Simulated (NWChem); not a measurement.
**USVWN5/def2-TZVP run of AlBrCl (SMILES [Cl][Al][Br])**

What is the vertical ionisation energy of AlBrCl at USVWN5/def2-TZVP? 

Program for the calculation: NWChem 7.3.0.

### Step 1. Starting point

The species is AlBrCl (3 atoms), meant as a doublet with charge 0. As SMILES, `[Cl][Al][Br]`. The coordinates come from a PBE0-D4/def2-TZVP relaxation.

Bond lengths: Cl1–Al2 2.102 Å, Al2–Br3 2.266 Å. Angles: Cl1–Al2–Br3 118.9°.

### Step 2. The energy at USVWN5/def2-TZVP

a.nw reads:

```
start a
memory total 2200 mb
geometry noautosym nocenter noautoz
 Cl     0.439900     1.761100     0.423900
 Al    -0.648100     0.131300    -0.337700
 Br     0.197100    -1.957200    -0.099400
end
basis "ao basis" spherical bse
 * library def2-TZVP
end
dft
 xc slater vwn_5
 mult 2
 grid fine
 convergence energy 1e-08
 maxiter 100
 mulliken
 noprint "final vectors analysis"
end
task dft energy
```

On the command line:

```sh
nwchem a.nw > a.out
```

The program printed:

```text
[...]
          Wavefunction type:  spin polarized.
          No. of atoms     :     3
          No. of electrons :    65
[...]
          Charge           :     0
          Spin multiplicity:     2
[...]
          AO basis - number of functions:   122
[...]
              XC Information
              --------------
                        Slater Exchange Functional  1.000 local
                      VWN V Correlation Functional  1.000 local
[...]
 d= 0,ls=0.0,diis     1  -3270.7533522558 -3.52D+03  6.52D-03  7.09D-01     5.1
[...]
 d= 0,ls=0.0,diis    11  -3270.8371281862 -1.18D-09  6.15D-08  6.82D-11    38.1
[...]
         Total DFT energy =    -3270.837128186168
      One electron energy =    -5044.131146949414
           Coulomb energy =     1659.825958730546
    Exchange-Corr. energy =     -132.110015369727
 Nuclear repulsion energy =      245.578075402427
[...]
      Total Density - Mulliken Population Analysis
     ---------------------------------------------
    Atom       Charge   Shell Charges
 -----------   ------   -------------------------------------------------------
    1 Cl  17    17.15   2.01  0.42  1.53  1.16  0.77  4.18  1.67  1.17  2.72  1.50  0.01  0.01  0.00
    2 Al  13    12.70   2.00  0.62  1.34  0.96  0.35  2.94  2.16  0.91  0.79  0.24  0.14  0.16  0.06
    3 Br  35    35.15   2.00  2.01  1.15  0.79  1.10  0.87  6.00  5.91  1.41  2.57  1.31  8.93  1.03  0.04  0.02  0.00
[...]
      <S2> =      0.7514 (Exact =     0.7500)
[...]
```

Wall time 39 s (1 thread of Intel Xeon Platinum 8252C at 3.80GHz (Skylake/Cascade Lake), shared host); peak memory 0.12 GiB.

### Step 3. The singlet cation

geom.xyz reads:

```xyz
3
AlBrCl SVWN5
Cl     0.439900     1.761100     0.423900
Al    -0.648100     0.131300    -0.337700
Br     0.197100    -1.957200    -0.099400
```

geom.nw reads:

```
start geom
title "AlBrCl SVWN5"
memory total 2200 mb
charge 1

geometry units angstrom noautosym nocenter noautoz
 load format xyz geom.xyz
end

basis spherical bse
 * library def2-TZVP
end

dft
 xc slater vwn_5
 grid fine
 convergence energy 1e-08
 iterations 100
 mulliken
 noprint "final vectors analysis"
end

task dft
```

On the command line:

```sh
nwchem geom.nw > geom.out
```

The program printed:

```text
[...]
          Wavefunction type:  closed shell.
          No. of atoms     :     3
          No. of electrons :    64
[...]
          Charge           :     1
          Spin multiplicity:     1
[...]
          AO basis - number of functions:   122
[...]
              XC Information
              --------------
                        Slater Exchange Functional  1.000 local
                      VWN V Correlation Functional  1.000 local
[...]
 d= 0,ls=0.0,diis     1  -3270.1055118303 -3.52D+03  2.95D-02  1.20D+01     4.5
[...]
 d= 0,ls=0.0,diis    13  -3270.5202056810 -8.93D-09  3.29D-07  1.28D-09    45.7
         Total DFT energy =    -3270.520205680952
      One electron energy =    -5029.114204460695
           Coulomb energy =     1644.825802953121
    Exchange-Corr. energy =     -131.809879575805
 Nuclear repulsion energy =      245.578075402427
[...]
      Total Density - Mulliken Population Analysis
     ---------------------------------------------
    Atom       Charge   Shell Charges
 -----------   ------   -------------------------------------------------------
    1 Cl  17    16.90   2.01  0.42  1.53  1.19  0.76  4.18  1.67  1.14  2.71  1.26  0.01  0.02  0.00
    2 Al  13    12.26   2.00  0.62  1.35  0.91  0.09  2.94  2.16  0.91  0.76  0.14  0.13  0.17  0.07
    3 Br  35    34.83   2.00  2.01  1.15  0.79  1.13  0.86  6.00  5.91  1.38  2.56  1.02  8.93  1.03  0.04  0.03  0.00
[...]
```

It took 46 s on 1 thread of Intel Xeon Platinum 8252C at 3.80GHz (Skylake/Cascade Lake), shared host; peak memory 0.12 GiB.

### Step 4. What came out

At USVWN5/def2-TZVP:

```
                                          quantity           value
                      doublet AlBrCl: total energy  -3270.83713 Eh
                     doublet AlBrCl: dipole moment          1.32 D
                              doublet AlBrCl: ⟨S²⟩           0.751
                      singlet cation: total energy  -3270.52021 Eh
vertical ionisation energy (to the singlet cation)        8.624 eV
```

**Reading.** Removing an electron at fixed nuclei costs 8.62 eV (832 kJ/mol). Only the singlet of the ionised species was computed; a triplet could lie lower.
